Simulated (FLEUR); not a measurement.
Here is a FLEUR MaX-R8.1 (later development tree) calculation.

File inp.xml:

```xml
<?xml version="1.0" encoding="UTF-8" standalone="no"?>
<fleurInput fleurInputVersion="0.39">
   <comment>
      InSb3                                                                                               
   </comment>
   <calculationSetup>
      <cutoffs Kmax="4.1" Gmax="12.7" GmaxXC="12.7" numbands="0"/>
      <scfLoop itmax="60" minDistance="0.00001" maxIterBroyd="15" imix="Anderson" alpha="0.05" precondParam="0.0" spinf="2.0" sdNocoIR="T"/>
      <coreElectrons ctail="T" frcor="F" kcrel="0" coretail_lmax="0"/>
      <xcFunctional name="vwn" relativisticCorrections="F"/>
      <magnetism jspins="1"/>
      <soc l_soc="F" theta="0.0" phi="0.0" spav="F"/>
      <expertModes spex="0" secvar="F"/>
      <geometryOptimization l_f="F" forcealpha="1.0" forcemix="BFGS" epsdisp="0.00001" epsforce="0.00001"/>
      <ldaU l_linMix="F" mixParam="0.05" spinf="1.0"/>
   </calculationSetup>
   <cell>
      <bzIntegration valenceElectrons="84.0" mode="hist" fermiSmearingEnergy="0.00183747">
         <kPointListSelection listName="default-1"/>
         <!-- k-points included here -->
         <xi:include xmlns:xi="http://www.w3.org/2001/XInclude" href="kpts.xml"> </xi:include>
      </bzIntegration>
      <!-- symmetry operations included here -->
      <xi:include xmlns:xi="http://www.w3.org/2001/XInclude" href="sym.xml"> </xi:include>
      <bulkLattice scale="1.0">
         <bravaisMatrix>
            <row-1>    0.0000000000000000     7.1706697147315523     7.1706697147315523</row-1>
            <row-2>    7.1706697147315523     0.0000000000000000     7.1706697147315523</row-2>
            <row-3>    7.1706697147315523     7.1706697147315523     0.0000000000000000</row-3>
         </bravaisMatrix>
      </bulkLattice>
   </cell>
   <atomSpecies>
      <species name="Antimony (Sb)" element="Sb" atomicNumber="51">
         <mtSphere radius="2.66" gridPoints="879" logIncrement="0.015"/>
         <atomicCutoffs lmax="10" lnonsphr="10"/>
         <electronConfig flipSpins="F">
            <coreConfig>(1s1/2) (2s1/2) (2p1/2) (2p3/2) (3s1/2) (3p1/2) (3p3/2) (4s1/2) (3d3/2) (3d5/2)</coreConfig>
            <valenceConfig>(4p1/2) (4p3/2) (5s1/2) (4d3/2) (4d5/2) (5p1/2) (5p3/2)</valenceConfig>
            <stateOccupation state="(5p1/2)" spinUp="0.500000" spinDown="0.500000"/>
            <stateOccupation state="(5p3/2)" spinUp="1.000000" spinDown="1.000000"/>
         </electronConfig>
         <energyParameters s="5" p="5" d="5" f="4"/>
         <lo type="SCLO" l="1" n="4" eDeriv="0"/>
         <lo type="SCLO" l="1" n="4" eDeriv="1"/>
         <lo type="SCLO" l="2" n="4" eDeriv="0"/>
         <lo type="SCLO" l="2" n="4" eDeriv="1"/>
         <lo type="SCLO" l="0" n="5" eDeriv="2"/>
         <lo type="SCLO" l="3" n="4" eDeriv="2"/>
      </species>
      <species name="Indium (In)" element="In" atomicNumber="49">
         <mtSphere radius="2.66" gridPoints="879" logIncrement="0.015"/>
         <atomicCutoffs lmax="10" lnonsphr="10"/>
         <electronConfig flipSpins="F">
            <coreConfig>(1s1/2) (2s1/2) (2p1/2) (2p3/2) (3s1/2) (3p1/2) (3p3/2) (3d3/2) (3d5/2)</coreConfig>
            <valenceConfig>(4s1/2) (4p1/2) (4p3/2) (5s1/2) (4d3/2) (4d5/2) (5p1/2) (5p3/2)</valenceConfig>
            <stateOccupation state="(5p1/2)" spinUp="0.166667" spinDown="0.166667"/>
            <stateOccupation state="(5p3/2)" spinUp="0.333333" spinDown="0.333333"/>
         </electronConfig>
         <energyParameters s="5" p="5" d="4" f="4"/>
         <lo type="SCLO" l="0" n="4" eDeriv="0"/>
         <lo type="SCLO" l="1" n="4" eDeriv="0"/>
         <lo type="SCLO" l="1" n="4" eDeriv="1"/>
         <lo type="SCLO" l="2" n="4" eDeriv="2"/>
         <lo type="SCLO" l="3" n="4" eDeriv="2"/>
      </species>
   </atomSpecies>
   <atomGroups>
      <atomGroup species="Antimony (Sb)">
         <relPos label="                   1">1.000/2.000 1.000/2.000 1.000/2.000</relPos>
         <force calculate="T" relaxXYZ="TTT"/>
      </atomGroup>
      <atomGroup species="Antimony (Sb)">
         <relPos label="                   2">-1.000/4.000 -1.000/4.000 -1.000/4.000</relPos>
         <relPos label="                   3">1.000/4.000 1.000/4.000 1.000/4.000</relPos>
         <force calculate="T" relaxXYZ="TTT"/>
      </atomGroup>
      <atomGroup species="Indium (In)">
         <relPos label="                   4">.0000000000 .0000000000 .0000000000</relPos>
         <force calculate="T" relaxXYZ="TTT"/>
      </atomGroup>
   </atomGroups>
   <output dos="F" band="F" slice="F">
      <checks vchk="F" cdinf="F"/>
      <bandDOS minEnergy="-.5*Htr" maxEnergy="0.5*Htr" sigma="0.015" storeEVData="T"/>
      <vacuumDOS vacdos="F" integ="F" star="F" nstars="0" locx1="0.0" locy1="0.0" locx2="0.0" locy2="0.0" nstm="0" tworkf="0.0"/>
      <unfoldingBand unfoldBand="F" supercellX="1" supercellY="1" supercellZ="1"/>
      <plotting iplot="0" polar="F">
         <plot TwoD="T" vec1="  1.0  0.0  0.0" vec2="  0.0  1.0  0.0" vec3="  0.0  0.0  1.0" zero="  0.0  0.0  0.0" file="plot"/>
      </plotting>
      <chargeDensitySlicing numkpt="0" minEigenval="0.0" maxEigenval="0.0" nnne="0" pallst="F"/>
      <specialOutput eonly="F"/>
      <moessbauerParams electricFieldGradient="T" isomerShift="T" coreHyperfine="T" valenceHyperfine="T"/>
      <magneticCircularDichroism mcd="F" energyLo="-10.0" energyUp="0.0"/>
   </output>
  <!-- We include the file relax.xml here to enable relaxations (see documentation) -->
  <xi:include xmlns:xi="http://www.w3.org/2001/XInclude" href="relax.xml"> <xi:fallback/> </xi:include>
</fleurInput>
```

Contents of crystal.txt:

```
InSb3
&input cartesian=F /
0.0000000000  3.7945550000  3.7945550000
3.7945550000  0.0000000000  3.7945550000
3.7945550000  3.7945550000  0.0000000000
1.8897261246
1.0 1.0 1.0

4
51 0.5000000000  0.5000000000  0.5000000000
51 0.7500000000  0.7500000000  0.7500000000
51 0.2500000000  0.2500000000  0.2500000000
49 0.0000000000  0.0000000000  0.0000000000

&kpt div1=6 div2=6 div3=6 gamma=T /
```

Contents of inp.xml (bands):

```
<?xml version="1.0" encoding="UTF-8" standalone="no"?>
<fleurInput fleurInputVersion="0.39">
   <comment>
      InSb3                                                                                               
   </comment>
   <calculationSetup>
      <cutoffs Kmax="4.1" Gmax="12.7" GmaxXC="12.7" numbands="0"/>
      <scfLoop itmax="60" minDistance="0.00001" maxIterBroyd="15" imix="Anderson" alpha="0.05" precondParam="0.0" spinf="2.0" sdNocoIR="T"/>
      <coreElectrons ctail="T" frcor="F" kcrel="0" coretail_lmax="0"/>
      <xcFunctional name="vwn" relativisticCorrections="F"/>
      <magnetism jspins="1"/>
      <soc l_soc="F" theta="0.0" phi="0.0" spav="F"/>
      <expertModes spex="0" secvar="F"/>
      <geometryOptimization l_f="F" forcealpha="1.0" forcemix="BFGS" epsdisp="0.00001" epsforce="0.00001"/>
      <ldaU l_linMix="F" mixParam="0.05" spinf="1.0"/>
   </calculationSetup>
   <cell>
      <bzIntegration valenceElectrons="84.0" mode="hist" fermiSmearingEnergy="0.00183747">
         <kPointListSelection listName="path-1"/>
         <!-- k-points included here -->
         <xi:include xmlns:xi="http://www.w3.org/2001/XInclude" href="kpts.xml"> </xi:include>
      </bzIntegration>
      <!-- symmetry operations included here -->
      <xi:include xmlns:xi="http://www.w3.org/2001/XInclude" href="sym.xml"> </xi:include>
      <bulkLattice scale="1.0">
         <bravaisMatrix>
            <row-1>    0.0000000000000000     7.1706697147315523     7.1706697147315523</row-1>
            <row-2>    7.1706697147315523     0.0000000000000000     7.1706697147315523</row-2>
            <row-3>    7.1706697147315523     7.1706697147315523     0.0000000000000000</row-3>
         </bravaisMatrix>
      </bulkLattice>
   </cell>
   <atomSpecies>
      <species name="Antimony (Sb)" element="Sb" atomicNumber="51">
         <mtSphere radius="2.66" gridPoints="879" logIncrement="0.015"/>
         <atomicCutoffs lmax="10" lnonsphr="10"/>
         <electronConfig flipSpins="F">
            <coreConfig>(1s1/2) (2s1/2) (2p1/2) (2p3/2) (3s1/2) (3p1/2) (3p3/2) (4s1/2) (3d3/2) (3d5/2)</coreConfig>
            <valenceConfig>(4p1/2) (4p3/2) (5s1/2) (4d3/2) (4d5/2) (5p1/2) (5p3/2)</valenceConfig>
            <stateOccupation state="(5p1/2)" spinUp="0.500000" spinDown="0.500000"/>
            <stateOccupation state="(5p3/2)" spinUp="1.000000" spinDown="1.000000"/>
         </electronConfig>
         <energyParameters s="5" p="5" d="5" f="4"/>
         <lo type="SCLO" l="1" n="4" eDeriv="0"/>
         <lo type="SCLO" l="1" n="4" eDeriv="1"/>
         <lo type="SCLO" l="2" n="4" eDeriv="0"/>
         <lo type="SCLO" l="2" n="4" eDeriv="1"/>
         <lo type="SCLO" l="0" n="5" eDeriv="2"/>
         <lo type="SCLO" l="3" n="4" eDeriv="2"/>
      </species>
      <species name="Indium (In)" element="In" atomicNumber="49">
         <mtSphere radius="2.66" gridPoints="879" logIncrement="0.015"/>
         <atomicCutoffs lmax="10" lnonsphr="10"/>
         <electronConfig flipSpins="F">
            <coreConfig>(1s1/2) (2s1/2) (2p1/2) (2p3/2) (3s1/2) (3p1/2) (3p3/2) (3d3/2) (3d5/2)</coreConfig>
            <valenceConfig>(4s1/2) (4p1/2) (4p3/2) (5s1/2) (4d3/2) (4d5/2) (5p1/2) (5p3/2)</valenceConfig>
            <stateOccupation state="(5p1/2)" spinUp="0.166667" spinDown="0.166667"/>
            <stateOccupation state="(5p3/2)" spinUp="0.333333" spinDown="0.333333"/>
         </electronConfig>
         <energyParameters s="5" p="5" d="4" f="4"/>
         <lo type="SCLO" l="0" n="4" eDeriv="0"/>
         <lo type="SCLO" l="1" n="4" eDeriv="0"/>
         <lo type="SCLO" l="1" n="4" eDeriv="1"/>
         <lo type="SCLO" l="2" n="4" eDeriv="2"/>
         <lo type="SCLO" l="3" n="4" eDeriv="2"/>
      </species>
   </atomSpecies>
   <atomGroups>
      <atomGroup species="Antimony (Sb)">
         <relPos label="                   1">1.000/2.000 1.000/2.000 1.000/2.000</relPos>
         <force calculate="T" relaxXYZ="TTT"/>
      </atomGroup>
      <atomGroup species="Antimony (Sb)">
         <relPos label="                   2">-1.000/4.000 -1.000/4.000 -1.000/4.000</relPos>
         <relPos label="                   3">1.000/4.000 1.000/4.000 1.000/4.000</relPos>
         <force calculate="T" relaxXYZ="TTT"/>
      </atomGroup>
      <atomGroup species="Indium (In)">
         <relPos label="                   4">.0000000000 .0000000000 .0000000000</relPos>
         <force calculate="T" relaxXYZ="TTT"/>
      </atomGroup>
   </atomGroups>
   <output dos="F" band="T" slice="F">
      <checks vchk="F" cdinf="F"/>
      <bandDOS minEnergy="-.5*Htr" maxEnergy="0.5*Htr" sigma="0.015" storeEVData="T"/>
      <vacuumDOS vacdos="F" integ="F" star="F" nstars="0" locx1="0.0" locy1="0.0" locx2="0.0" locy2="0.0" nstm="0" tworkf="0.0"/>
      <unfoldingBand unfoldBand="F" supercellX="1" supercellY="1" supercellZ="1"/>
      <plotting iplot="0" polar="F">
         <plot TwoD="T" vec1="  1.0  0.0  0.0" vec2="  0.0  1.0  0.0" vec3="  0.0  0.0  1.0" zero="  0.0  0.0  0.0" file="plot"/>
      </plotting>
      <chargeDensitySlicing numkpt="0" minEigenval="0.0" maxEigenval="0.0" nnne="0" pallst="F"/>
      <specialOutput eonly="F"/>
      <moessbauerParams electricFieldGradient="T" isomerShift="T" coreHyperfine="T" valenceHyperfine="T"/>
      <magneticCircularDichroism mcd="F" energyLo="-10.0" energyUp="0.0"/>
   </output>
  <!-- We include the file relax.xml here to enable relaxations (see documentation) -->
  <xi:include xmlns:xi="http://www.w3.org/2001/XInclude" href="relax.xml"> <xi:fallback/> </xi:include>
</fleurInput>
```

Potentials or basis: all-electron, FLAPW.

Run with:

```console
$ inpgen -f crystal.txt -profile fastHighL
$ # inp.xml edited to the form shown
$ fleur_MPI
$ fleur_MPI   # second run, on inp.xml (bands)
```

Problem. What does it give for the band gap along the path?

Solution. None (metal or under the smearing width).

Levels at the corners of the path, in eV from the Fermi level:
```
point  band 39  band 40  band 41  band 42  band 43  band 44  band 45  band 46
    Γ    -2.52    -2.52    -2.45    -2.45    -2.45    -0.79    -0.79    -0.79
    X    -5.11     0.19     0.81     0.81     1.06     1.60     1.68     1.68
    W    -3.08    -2.60    -2.21     1.07     1.25     1.87     1.87     3.22
    K    -2.98    -1.66    -0.86    -0.05     0.84     1.16     2.38     2.87
    Γ    -2.52    -2.52    -2.45    -2.45    -2.45    -0.79    -0.79    -0.79
    L    -3.48    -2.67    -2.67    -0.39    -0.27     1.83     1.83     2.97
    U    -2.98    -1.66    -0.86    -0.05     0.84     1.16     2.38     2.87
    W    -3.08    -2.60    -2.21     1.07     1.25     1.87     1.87     3.22
    L    -3.48    -2.67    -2.67    -0.39    -0.27     1.83     1.83     2.97
    K    -2.98    -1.66    -0.86    -0.05     0.84     1.16     2.38     2.87
    U    -2.98    -1.66    -0.86    -0.05     0.84     1.16     2.38     2.87
    X    -5.11     0.19     0.81     0.81     1.06     1.60     1.68     1.68
```

Caveat: spin-orbit coupling is left out, which moves the levels of the heavy elements.
